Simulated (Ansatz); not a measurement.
Predict the output of the script below (the Python package of Ansatz (0.2.0)).

Script `mass.py`:
```python
import ansatz as az
import numpy as np
from pymatgen.core import Lattice, Structure
from pymatgen.io.ase import AseAtomsAdaptor

DISPERSION = 'd4'
MAX_ITERATIONS = 150
FILLING = 'fixed'

pmg_structure = Structure(
    Lattice([[-1.97473, 1.97473, 3.01406], [1.97473, -1.97473, 3.01406], [1.97473, 1.97473, -3.01406]]),
    ['C', 'C', 'O', 'O', 'O', 'O'],
    [
        [0.75, 0.25, 0.5],
        [0.0, 0.0, 0.0],
        [0.7098, 0.125, 0.0848],
        [0.0402, 0.625, 0.9152],
        [0.375, 0.2902, 0.4152],
        [0.875, 0.9598, 0.5848],
    ],
)
structure = az.Crystal.from_ase(AseAtomsAdaptor.get_atoms(pmg_structure))

base = structure.calculation()
base = base.basis(39 * az.Ry, density_ratio=8).functional(az.Functional.PBESOL, dispersion=DISPERSION)
base = base.scf(max_iterations=MAX_ITERATIONS).kpoints(6)
base = base.occupations(FILLING)
outcome = base.band_table().run()
summary = outcome.report
levels = np.array(summary['eigenvalues_ev'])
filled = round(summary['n_electrons'] / 2)
edges = {'top filled band': (filled - 1, levels[:, filled - 1].argmax()), 'lowest empty band': (filled, levels[:, filled].argmin())}
gap = levels[:, filled].min() - levels[:, filled - 1].max()
print(f'gap on the mesh {gap:.3f} eV')
if gap <= 0.05:
    print('no gap: band-edge masses have no meaning here')
    edges = {}
reciprocal = 2 * np.pi * np.linalg.inv(outcome.lattice.cell_ang).T
step = 0.03  # 1/A

pairs = [(0, 1), (0, 2), (1, 2)]
moves = [sign * axis for axis in np.eye(3) for sign in (-1, 1)]
moves += [s1 * np.eye(3)[i] + s2 * np.eye(3)[j] for i, j in pairs for s1 in (1, -1) for s2 in (1, -1)]
for name, (band, index) in edges.items():
    together = int(np.sum(np.abs(levels[index] - levels[index, band]) < 2e-3))
    print(name, 'at k =', np.round(summary['kpoints_frac'][index], 4), f'E = {levels[index, band]:.4f} eV, degeneracy {together}')
    centre = np.array(summary['kpoints_frac'][index]) @ reciprocal
    points = [centre] + [centre + step * move for move in moves]
    table = base.band_structure(points, intervals=1, cartesian=True).run().band_structure().channels[0].eigenvalues_ev
    if together > 1:
        level = np.flatnonzero(np.abs(levels[index] - levels[index, band]) < 2e-3)
        along = (table[1, level] + table[2, level] - 2 * table[0, level]) / step ** 2
        print('  degenerate level, no single mass tensor; masses of its branches along x:', np.round(7.61996 / along, 3), 'm_e')
        continue
    e = table[:, band]
    hessian = np.diag((e[1:7:2] + e[2:7:2] - 2 * e[0]) / step ** 2)
    for (i, j), (pp, pm, mp, mm) in zip(pairs, e[7:].reshape(3, 4)):
        hessian[i, j] = hessian[j, i] = (pp - pm - mp + mm) / (4 * step ** 2)
    curvatures, axes = np.linalg.eigh(hessian)
    slope = (e[2:7:2] - e[1:7:2]) / (2 * step)
    print('  slope (eV A):', np.round(slope, 3) + 0.0, '' if np.abs(slope).max() < 0.05 else '- no extremum here, so these are local curvatures and no band-edge masses')
    for curvature, axis in zip(curvatures, axes.T):
        print(f'  principal mass {7.61996 / curvature:8.3f} m_e along', np.round(axis, 2) + 0.0)
```

```console
$ python mass.py
gap on the mesh 7.586 eV
top filled band at k = [-0.5 -0.5 -0.5] E = 4.9142 eV, degeneracy 2
  degenerate level, no single mass tensor; masses of its branches along x: [ -2.218 134.55 ] m_e
lowest empty band at k = [0. 0. 0.] E = 12.4999 eV, degeneracy 1
  slope (eV A): [0. 0. 0.]
  principal mass    1.741 m_e along [-0.14  0.99  0.  ]
  principal mass    1.741 m_e along [0.99 0.14 0.  ]
  principal mass    0.649 m_e along [0. 0. 1.]
```

What to keep in mind:
- These settings explore the input space; cutoff and mesh may be short of convergence.
- Semilocal gaps usually lie well under measured ones.
- The structure comes from a database of computed cells and needn't be a stable or known phase.
- Levels are Kohn-Sham eigenvalues on this mesh.
- The masses are finite-difference curvatures at extrema found on a coarse mesh, which needn't be the true band edges; a step that is long against the gap makes them too heavy. Negative values are curvatures of valence bands (the hole mass is their size). Spin-orbit coupling is left out, and light masses scale with the Kohn-Sham gap.
- Hardware and time: 32 s on 1 thread of Arm Neoverse N1, on a shared host, peak memory 0.49 GiB.

(Lines on the test bed's own set-up are left out of the output.)
